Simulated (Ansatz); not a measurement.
# Li2O: a point defect seen from the nuclei (Cu on a Li site)

Wanted: the field gradients around Cu on a Li site in Li2O, cell charge 0, before and after the neighbours move. The cell is a supercell built from a refined structure from the COD. Planned: a single point, then a relaxation.

Method: DFT, PBE, plane-wave PAW, default files, scalar-relativistic, in Ansatz 0.2.0.

## (1) The structure to begin with

Symmetry: F-43m, No. 216, cubic system. Conventional cell: a = 9.220 Å, b = 9.220 Å, c = 9.220 Å, α = 90.00°, β = 90.00°, γ = 90.00°. Cu (site symmetry -43m) is surrounded by 4 O at 2.00 Å. Li (site symmetry 2mm) is surrounded by 4 O at 2.00 Å. Li (site symmetry -43m) is surrounded by 4 O at 2.00 Å. O (site symmetry 3m) has 7 Li at 2.00 Å and 1 Cu at 2.00 Å as nearest neighbours. O (site symmetry 3m) has 8 Li at 2.00 Å as nearest neighbours.

Structure file:

```xyz
24
Lattice="0.0000 4.6100 4.6100 4.6100 0.0000 4.6100 4.6100 4.6100 0.0000" Properties=species:S:1:pos:R:3 pbc="T T T"
Cu    1.1525    1.1525    1.1525
Li    3.4575    3.4575    1.1525
Li    3.4575    1.1525    3.4575
Li    5.7625    3.4575    3.4575
Li    1.1525    3.4575    3.4575
Li    3.4575    5.7625    3.4575
Li    3.4575    3.4575    5.7625
Li    5.7625    5.7625    5.7625
Li    3.4575    3.4575    3.4575
Li    5.7625    5.7625    3.4575
Li    5.7625    3.4575    5.7625
Li    8.0675    5.7625    5.7625
Li    3.4575    5.7625    5.7625
Li    5.7625    8.0675    5.7625
Li    5.7625    5.7625    8.0675
Li    8.0675    8.0675    8.0675
O     0.0000    0.0000    0.0000
O     2.3050    2.3050    0.0000
O     2.3050    0.0000    2.3050
O     4.6100    2.3050    2.3050
O     0.0000    2.3050    2.3050
O     2.3050    4.6100    2.3050
O     2.3050    2.3050    4.6100
O     4.6100    4.6100    4.6100
```

Atom 1 of the input is the impurity.

## (2) Gradients at the starting positions

File input.yaml:

```yaml
crystal:
  lattice:
    - [0.0, 4.61, 4.61]
    - [4.61, 0.0, 4.61]
    - [4.61, 4.61, 0.0]
  atoms:
    - { symbol: Cu, position: [0.125, 0.125, 0.125] }
    - { symbol: Li, position: [0.125, 0.125, 0.625] }
    - { symbol: Li, position: [0.125, 0.625, 0.125] }
    - { symbol: Li, position: [0.125, 0.625, 0.625] }
    - { symbol: Li, position: [0.625, 0.125, 0.125] }
    - { symbol: Li, position: [0.625, 0.125, 0.625] }
    - { symbol: Li, position: [0.625, 0.625, 0.125] }
    - { symbol: Li, position: [0.625, 0.625, 0.625] }
    - { symbol: Li, position: [0.375, 0.375, 0.375] }
    - { symbol: Li, position: [0.375, 0.375, 0.875] }
    - { symbol: Li, position: [0.375, 0.875, 0.375] }
    - { symbol: Li, position: [0.375, 0.875, 0.875] }
    - { symbol: Li, position: [0.875, 0.375, 0.375] }
    - { symbol: Li, position: [0.875, 0.375, 0.875] }
    - { symbol: Li, position: [0.875, 0.875, 0.375] }
    - { symbol: Li, position: [0.875, 0.875, 0.875] }
    - { symbol: O, position: [0.0, 0.0, 0.0] }
    - { symbol: O, position: [0.0, 0.0, 0.5] }
    - { symbol: O, position: [0.0, 0.5, 0.0] }
    - { symbol: O, position: [0.0, 0.5, 0.5] }
    - { symbol: O, position: [0.5, 0.0, 0.0] }
    - { symbol: O, position: [0.5, 0.0, 0.5] }
    - { symbol: O, position: [0.5, 0.5, 0.0] }
    - { symbol: O, position: [0.5, 0.5, 0.5] }
kpoints:
  mp_grid: { grid: [4, 4, 4] }
scf:
  occupations: { method: fermi_dirac, width: 0.01 }
hamiltonian:
  xc: pbe
  pseudopotentials: { kind: paw }
output:
  forces: true
  stress: true
  populations: true
  efg:
    quadrupole_moments_barn: { Cu: -0.22, Li: -0.0401, O: -0.02558 }
    contact_densities: true
```

Command:

```bash
ansatz run input.yaml --threads 1 --pin off --max-ram 2560MiB --backend cpu --events-out ev --progress --plain --runs-dir out
```

Log:

```text
Warning: RAYON_NUM_THREADS=1 ignored (pool sized by the plan → 1); use --threads N
Engine: ansatz 0.2.0, aarch64-unknown-linux-gnu
Pseudopotentials: kind: paw
Pseudopotential: Cu, paw, valence charge 19, recommended cutoff 420 eV (normal), Cu.paw.azcp
Pseudopotential: Li, paw, valence charge 3, recommended cutoff 420 eV (normal), Li.paw.azcp
Pseudopotential: O, paw, valence charge 6, recommended cutoff 420 eV (normal), O.paw.azcp
Functional definition: PBE
  parameter kappa = 0.804
  parameter beta = 0.06672455060314922
  exchange = pbe_x(kappa = kappa, mu = beta*pi^2/3)
  correlation = pbe_c(beta = beta)
Crystal: 24 atoms, lattice volume = 195.944 Å³
Basis set: ecut = 420 eV, 3839 PW (Γ), exchange–correlation on 90×90×90 points (8 copies of the dense FFT grid, shifted against one another)
Bands: 80, of which v1, the nominal top of the filled ones, is band 56 counted from 1 (55 counted from 0)
Symmetry: 24 space group operations
Space group: F-43m (ITA 216), of the structure as read, at distance tolerance 5.8e-5 Å
k-points: 8 of 64 (time reversal used)
Non-local potential: Cu, projectors of the file, l = 0: 3, l = 1: 2, l = 2: 3, l = 3: 1
Non-local potential: Li, projectors of the file, l = 0: 3, l = 1: 2, l = 2: 1
Non-local potential: O, projectors of the file, l = 0: 2, l = 1: 2, l = 2: 1
PAW form: soft (Blöchl's): semilocal exchange-correlation on the pseudo side does not see the compensation charge
PAW one-centre angular grid: Cu, 590 points (default); XC on 64 Gauss nodes
PAW one-centre angular grid: Li, 110 points (default); XC on 64 Gauss nodes
PAW one-centre angular grid: O, 110 points (default); XC on 64 Gauss nodes
Initial density: superposition of atomic densities (neutral atoms: chi_scale 0, normalization atom), corrected by the library's trained network
Initial wavefunctions: pseudopotential atomic-orbital guess
Functional: x = pbe(κ = 0.804, μ = 0.2195149727645171), c = pbe(β = 0.06672455060314922)
SCF iter   1: F=—  HF=-14255.951167 eV  |F-HF|=—  |Δ(HF+E_count)|=         —  Δρ=5.29e-3  dr2=5.71e-2  ethr=1.77e-3  ⟨swp⟩=5.8  Hψ=2562  notcnv=0  defer=81
preconditioner: auto → Resta (q_TF=auto, 2.485 Å⁻¹)  ε∞=3.5  [insulator: Δε(μ)=2.898 eV  Ē_g=14.470 eV  σ=0.010 eV  W_gap=1.00  n_scr=58 (ndim 8)  ℏωp=22.8 eV  f_vac=0.000  D(μ)=0.00/eV (n_scr^D=0)  ε∞_Penn≈3.5]
SCF iter   2: F=—  HF=-14255.942810 eV  |F-HF|=—  |Δ(HF+E_count)|=   8.36e-3  Δρ=1.34e-3  dr2=7.88e-3  ethr=5.10e-5  ⟨swp⟩=2.0  Hψ=828  notcnv=0  defer=140
SCF iter   3: F=—  HF=-14255.940435 eV  |F-HF|=—  |Δ(HF+E_count)|=   2.38e-3  Δρ=1.20e-3  dr2=4.77e-3  ethr=7.03e-6  ⟨swp⟩=2.0  Hψ=1000  notcnv=0  defer=140
SCF iter   4: F=—  HF=-14255.939363 eV  |F-HF|=—  |Δ(HF+E_count)|=   1.07e-3  Δρ=3.40e-4  dr2=4.16e-4  ethr=4.26e-6  ⟨swp⟩=2.0  Hψ=784  notcnv=0  defer=140
SCF iter   5: F=—  HF=-14255.939245 eV  |F-HF|=—  |Δ(HF+E_count)|=   1.18e-4  Δρ=1.07e-4  dr2=2.33e-5  ethr=3.71e-7  ⟨swp⟩=2.0  Hψ=688  notcnv=0  defer=140
SCF iter   6: F=—  HF=-14255.939289 eV  |F-HF|=—  |Δ(HF+E_count)|=   4.39e-5  Δρ=3.24e-5  dr2=2.08e-6  ethr=2.08e-8  ⟨swp⟩=2.0  Hψ=796  notcnv=0  defer=140
SCF iter   7: F=—  HF=-14255.939290 eV  |F-HF|=—  |Δ(HF+E_count)|=   6.91e-7  Δρ=9.51e-6  dr2=2.24e-7  ethr=1.86e-9  ⟨swp⟩=2.0  Hψ=948  notcnv=0  defer=140
SCF iter   8: F=-14255.939290 eV  HF=-14255.939290 eV  |F-HF|=3.41e-9  |Δ(HF+E_count)|=   1.89e-8  Δρ=2.17e-6  dr2=1.02e-8  ethr=8.93e-11  ⟨swp⟩=14.5  Hψ=3554  notcnv=0
SCF 1 converged in 8 iterations: F = -14255.939290 eV  dr2 = 1.02e-8
SCF converged after 8 iterations
Free energy (F): -14255.939290 eV
Harris-Foulkes:  -14255.939290 eV  (|F-HF|=3.41e-9)
Internal energy: -14255.939290 eV  (E = F + TS)
E sigma→0 (E₀):  -14255.939290 eV
Fermi energy:    7.190595 eV
--- Per-component energies (eV) ---
  E_band       = -1772.553557
  E_kinetic    = 2063.201896
  E_local      = -10781.337874  (includes V_loc(G=0)·N_el)
  E_nonlocal   = 292.812336
  E_hartree    = 4349.597288
  E_xc         = -858.218859
  E_vxc        = -1099.328936  (∫ρ·V_xc dr)
  E_paw        = -3254.341754  (= ΣΔE_a)
  E_vpaw       = -947.118103  (= ΣTr[D̂ρ^β])
  E_aug_tail   = 0.021308  (compensation charges beyond the density's cutoff)
  E_ewald      = -6067.673631
  E_smearing   = -0.000000  (= −TS)
  E_closure    = 0.000000  (closes the sum)
  Σ components = -14255.939290   (vs F -14255.939290, Δ=0.00e0)
--- Forces (eV/Å), atoms counted from 1 ---
  atom   1  Cu    -0.00000000     0.00000000    -0.00000000
  atom   2  Li    -0.00000000     0.00000000     0.11977631
  atom   3  Li    -0.00000000     0.11977631    -0.00000000
  atom   4  Li    -0.11977631     0.00000000     0.00000000
  atom   5  Li     0.11977631     0.00000000     0.00000000
  atom   6  Li    -0.00000000    -0.11977631    -0.00000000
  atom   7  Li    -0.00000000     0.00000000    -0.11977631
  atom   8  Li    -0.00000000     0.00000000    -0.00000000
  atom   9  Li     0.00000000    -0.00000000     0.00000000
  atom  10  Li     0.00000000     0.00000000     0.11750848
  atom  11  Li     0.00000000     0.11750848     0.00000000
  atom  12  Li    -0.11750848    -0.00000000     0.00000000
  atom  13  Li     0.11750848    -0.00000000     0.00000000
  atom  14  Li     0.00000000    -0.11750848    -0.00000000
  atom  15  Li     0.00000000    -0.00000000    -0.11750848
  atom  16  Li     0.00000000    -0.00000000     0.00000000
  atom  17  O     -0.84592020    -0.84592020    -0.84592020
  atom  18  O      0.84592020     0.84592020    -0.84592020
  atom  19  O      0.84592020    -0.84592020     0.84592020
  atom  20  O      0.02387810    -0.02387810    -0.02387810
  atom  21  O     -0.84592020     0.84592020     0.84592020
  atom  22  O     -0.02387810     0.02387810    -0.02387810
  atom  23  O     -0.02387810    -0.02387810     0.02387810
  atom  24  O      0.02387810     0.02387810     0.02387810
  max |Σ_I F_I| component: 3.50e-16 eV/Å
--- Stress (GPa, compression-positive) ---
        4.217253       0.000000      -0.000000
        0.000000       4.217253       0.000000
       -0.000000       0.000000       4.217253
  P = ⅓ Tr σ = 4.2173 GPa (42.173 kbar)
--- PAW observables at the nuclei: V_zz in 10²¹ V/m², potentials from the cell's mean, atoms counted from 1 ---
  atom   1  Cu V_zz =    -0.000000   η = 0.0000   by run symmetry: forbidden   C_q = +0.0000 MHz
            electrostatic potential = -3752.877144 V   contact ρ = 147544.807063 e/Å³
  atom   2  Li V_zz =    -0.012700   η = 0.7056   by run symmetry: allowed   C_q = +0.0123 MHz
            electrostatic potential = -167.978859 V   contact ρ = 94.717183 e/Å³
  atom   3  Li V_zz =    -0.012700   η = 0.7056   by run symmetry: allowed   C_q = +0.0123 MHz
            electrostatic potential = -167.978859 V   contact ρ = 94.717183 e/Å³
  atom   4  Li V_zz =    -0.012700   η = 0.7056   by run symmetry: allowed   C_q = +0.0123 MHz
            electrostatic potential = -167.978859 V   contact ρ = 94.717183 e/Å³
  atom   5  Li V_zz =    -0.012700   η = 0.7056   by run symmetry: allowed   C_q = +0.0123 MHz
            electrostatic potential = -167.978859 V   contact ρ = 94.717183 e/Å³
  atom   6  Li V_zz =    -0.012700   η = 0.7056   by run symmetry: allowed   C_q = +0.0123 MHz
            electrostatic potential = -167.978859 V   contact ρ = 94.717183 e/Å³
  atom   7  Li V_zz =    -0.012700   η = 0.7056   by run symmetry: allowed   C_q = +0.0123 MHz
            electrostatic potential = -167.978859 V   contact ρ = 94.717183 e/Å³
  atom   8  Li V_zz =    -0.000000   η = 0.0000   by run symmetry: forbidden   C_q = +0.0000 MHz
            electrostatic potential = -168.080352 V   contact ρ = 94.725331 e/Å³
  atom   9  Li V_zz =    +0.000000   η = 0.0000   by run symmetry: forbidden   C_q = -0.0000 MHz
            electrostatic potential = -168.089926 V   contact ρ = 94.720690 e/Å³
  atom  10  Li V_zz =    +0.034596   η = 0.0458   by run symmetry: allowed   C_q = -0.0335 MHz
            electrostatic potential = -168.053867 V   contact ρ = 94.724700 e/Å³
  atom  11  Li V_zz =    +0.034596   η = 0.0458   by run symmetry: allowed   C_q = -0.0335 MHz
            electrostatic potential = -168.053867 V   contact ρ = 94.724700 e/Å³
  atom  12  Li V_zz =    +0.034596   η = 0.0458   by run symmetry: allowed   C_q = -0.0335 MHz
            electrostatic potential = -168.053867 V   contact ρ = 94.724700 e/Å³
  atom  13  Li V_zz =    +0.034596   η = 0.0458   by run symmetry: allowed   C_q = -0.0335 MHz
            electrostatic potential = -168.053867 V   contact ρ = 94.724700 e/Å³
  atom  14  Li V_zz =    +0.034596   η = 0.0458   by run symmetry: allowed   C_q = -0.0335 MHz
            electrostatic potential = -168.053867 V   contact ρ = 94.724700 e/Å³
  atom  15  Li V_zz =    +0.034596   η = 0.0458   by run symmetry: allowed   C_q = -0.0335 MHz
            electrostatic potential = -168.053867 V   contact ρ = 94.724700 e/Å³
  atom  16  Li V_zz =    +0.000000   η = 0.0000   by run symmetry: forbidden   C_q = -0.0000 MHz
            electrostatic potential = -167.692799 V   contact ρ = 94.697227 e/Å³
  atom  17  O  V_zz =    +3.662428   η = 0.0000   by run symmetry: allowed   C_q = -2.2653 MHz
            electrostatic potential = -619.919927 V   contact ρ = 2155.128633 e/Å³
  atom  18  O  V_zz =    +3.662428   η = 0.0000   by run symmetry: allowed   C_q = -2.2653 MHz
            electrostatic potential = -619.919927 V   contact ρ = 2155.128633 e/Å³
  atom  19  O  V_zz =    +3.662428   η = 0.0000   by run symmetry: allowed   C_q = -2.2653 MHz
            electrostatic potential = -619.919927 V   contact ρ = 2155.128633 e/Å³
  atom  20  O  V_zz =    -0.173223   η = 0.0000   by run symmetry: allowed   C_q = +0.1071 MHz
            electrostatic potential = -620.281469 V   contact ρ = 2155.073055 e/Å³
  atom  21  O  V_zz =    +3.662428   η = 0.0000   by run symmetry: allowed   C_q = -2.2653 MHz
            electrostatic potential = -619.919927 V   contact ρ = 2155.128633 e/Å³
  atom  22  O  V_zz =    -0.173223   η = 0.0000   by run symmetry: allowed   C_q = +0.1071 MHz
            electrostatic potential = -620.281469 V   contact ρ = 2155.073055 e/Å³
  atom  23  O  V_zz =    -0.173223   η = 0.0000   by run symmetry: allowed   C_q = +0.1071 MHz
            electrostatic potential = -620.281469 V   contact ρ = 2155.073055 e/Å³
  atom  24  O  V_zz =    -0.173223   η = 0.0000   by run symmetry: allowed   C_q = +0.1071 MHz
            electrostatic potential = -620.281469 V   contact ρ = 2155.073055 e/Å³
--- Band table (eV; the first three rows and the last of 8) ---
  k-point 0: bands = ["-104.8759", "-62.3029", "-62.3029", "-62.3029", "-39.2632", "-39.0763", "-39.0008", "-39.0008", "-38.9735", "-38.9735", "-38.9735", "-38.9183", "-38.9133", "-38.9133", "-38.9133", "-38.8758", "-38.8758", "-38.8455", "-38.7870", "-12.0233", "-11.7701", "-11.7701", "-11.7701", "-11.4467", "-11.3324", "-11.3324", "-11.3324", "0.1356", "0.8966", "0.8966", "0.8966", "1.8230", "1.8230", "1.9007", "1.9120", "1.9120", "1.9120", "2.3087", "2.3087", "2.3087", "2.7062", "2.7062", "2.7062", "3.0838", "3.0838", "3.2885", "3.2885", "3.2885", "3.6721", "3.6721", "3.6721", "5.2308", "5.2308", "5.8167", "5.8167", "5.8167", "8.5280", "8.9497", "8.9497", "8.9497", "12.1113", "13.0526", "13.0526", "13.0526", "13.1043", "13.6304", "13.6304", "13.6304", "15.7962", "15.7962", "15.7962", "15.8853", "15.8853", "15.8853", "16.0090", "16.0090", "16.0090", "16.1409", "16.1409", "17.3625"]
  k-point 1: bands = ["-104.8759", "-62.3029", "-62.3029", "-62.3029", "-39.2616", "-39.0693", "-38.9987", "-38.9980", "-38.9980", "-38.9795", "-38.9795", "-38.9239", "-38.9058", "-38.9058", "-38.8883", "-38.8800", "-38.8800", "-38.8411", "-38.7942", "-12.0012", "-11.7920", "-11.7691", "-11.7691", "-11.4397", "-11.3459", "-11.3326", "-11.3326", "0.3050", "1.0303", "1.0303", "1.1457", "1.7123", "1.7577", "1.7577", "1.9723", "1.9723", "2.0139", "2.2240", "2.2240", "2.4226", "2.5191", "2.7108", "2.7108", "2.9984", "2.9984", "3.1438", "3.2162", "3.2162", "3.2790", "3.6118", "3.6118", "5.2210", "5.2210", "5.6754", "5.8180", "5.8180", "8.9569", "9.5010", "9.5010", "9.5174", "11.4435", "12.1022", "12.2434", "12.2434", "13.3839", "14.1118", "14.1118", "14.6142", "15.7749", "16.0112", "16.0112", "16.1375", "16.1375", "16.1543", "16.2776", "16.2776", "16.3324", "16.6022", "16.6356", "16.6356"]
  k-point 2: bands = ["-104.8759", "-62.3029", "-62.3029", "-62.3029", "-39.2599", "-39.0565", "-39.0244", "-38.9902", "-38.9902", "-38.9901", "-38.9901", "-38.9247", "-38.8916", "-38.8916", "-38.8914", "-38.8914", "-38.8749", "-38.8305", "-38.8063", "-11.9725", "-11.8207", "-11.7681", "-11.7681", "-11.4300", "-11.3619", "-11.3327", "-11.3327", "0.5412", "1.3598", "1.3598", "1.3896", "1.4200", "1.4200", "1.6863", "1.9288", "2.0451", "2.0451", "2.2361", "2.2361", "2.5251", "2.6211", "2.6733", "2.7424", "2.7424", "2.8398", "2.8398", "2.9149", "3.1661", "3.1661", "3.5509", "3.5509", "5.2124", "5.2124", "5.5553", "5.8125", "5.8125", "9.6407", "10.4847", "10.6841", "10.7321", "10.7321", "10.8964", "10.8964", "10.9391", "14.1256", "15.2043", "15.2043", "15.2354", "15.2587", "15.2587", "15.4143", "15.6061", "16.2528", "16.2528", "16.3375", "16.3375", "16.6991", "16.6991", "16.7118", "16.7324"]
  k-point 7: bands = ["-104.8759", "-62.3029", "-62.3029", "-62.3029", "-39.2592", "-39.0395", "-39.0302", "-39.0191", "-39.0075", "-38.9730", "-38.9679", "-38.9314", "-38.9103", "-38.8999", "-38.8882", "-38.8711", "-38.8664", "-38.8235", "-38.8167", "-11.9502", "-11.8371", "-11.7704", "-11.7703", "-11.4021", "-11.4017", "-11.3293", "-11.3289", "0.7171", "1.2885", "1.4675", "1.5028", "1.5694", "1.5821", "1.6964", "1.8794", "2.0980", "2.1201", "2.1740", "2.3173", "2.3230", "2.3567", "2.5165", "2.6168", "2.8181", "2.8490", "2.8870", "2.9051", "3.0937", "3.1915", "3.3151", "3.3421", "5.1413", "5.2447", "5.6614", "5.6903", "5.7442", "9.7587", "10.5367", "10.5980", "10.6696", "11.3152", "11.4391", "11.5263", "11.5602", "13.6423", "14.1301", "14.1572", "14.2196", "14.9816", "15.3079", "15.3215", "15.4180", "16.0244", "16.5252", "16.6505", "16.6600", "16.9160", "17.4840", "17.5117", "17.5694"]
--- Löwdin populations: 24 sites ---
  site symbol       q [e]
     0     Cu     18.3472
     1     Li      2.2763
     2     Li      2.2763
     3     Li      2.2763
     4     Li      2.2763
     5     Li      2.2763
     6     Li      2.2763
     7     Li      2.2818
     8     Li      2.2822
     9     Li      2.2825
    10     Li      2.2825
    11     Li      2.2825
    12     Li      2.2825
    13     Li      2.2825
    14     Li      2.2825
    15     Li      2.2733
    16      O      7.2424
    17      O      7.2424
    18      O      7.2424
    19      O      7.2833
    20      O      7.2424
    21      O      7.2833
    22      O      7.2833
    23      O      7.2833
  spilling = 0.012143 (of n_electrons = 112.000000)
```

It took 18 s on 1 thread of Arm Neoverse V1, shared host; peak memory 0.46 GiB.

At the end: gap on the mesh 2.71 eV, largest force 1.465 eV/Å, pressure 4.2 GPa.

The printed gradients, by site:

| site | atoms | distance from the defect (Å) | V_zz (10²¹ V/m²) | η | C_Q (MHz) |
| --- | --- | --- | --- | --- | --- |
| Cu | 1 | 0.00 | 0.00 | – | 0 (⁶³Cu) |
| O17 | 17, 18, 19, 21 | 2.00 | 3.66 | 0.00 | -2.27 (¹⁷O) |
| Li10 | 10, 11, 12, 13, … | 2.31 | 0.035 | 0.05 | -0.034 (⁷Li) |
| Li2 | 2, 3, 4, 5, … | 3.26 | -0.013 | 0.71 | 0.012 (⁷Li) |
| O20 | 20, 22, 23, 24 | 3.82 | -0.17 | 0.00 | 0.107 (¹⁷O) |
| Li9 | 9 | 3.99 | 0.00 | – | 0 (⁷Li) |
| Li16 | 16 | 3.99 | 0.00 | – | 0 (⁷Li) |
| Li8 | 8 | 4.61 | 0.00 | – | 0 (⁷Li) |

Conventions: |V_zz| ≥ |V_yy| ≥ |V_xx|, η = (V_xx − V_yy)/V_zz, C_Q = eQV_zz/h. Quadrupole moments are those of Pyykkö's year-2017 table.

Direction of the V_zz axis (Cartesian unit vector):

| site | atom | x | y | z |
| --- | --- | --- | --- | --- |
| Li10 | 10 | -0.71 | 0.71 | 0.00 |
| O17 | 17 | 0.58 | 0.58 | 0.58 |
| O20 | 20 | 0.58 | -0.58 | -0.58 |

(Part 1 of 2 ends here.)
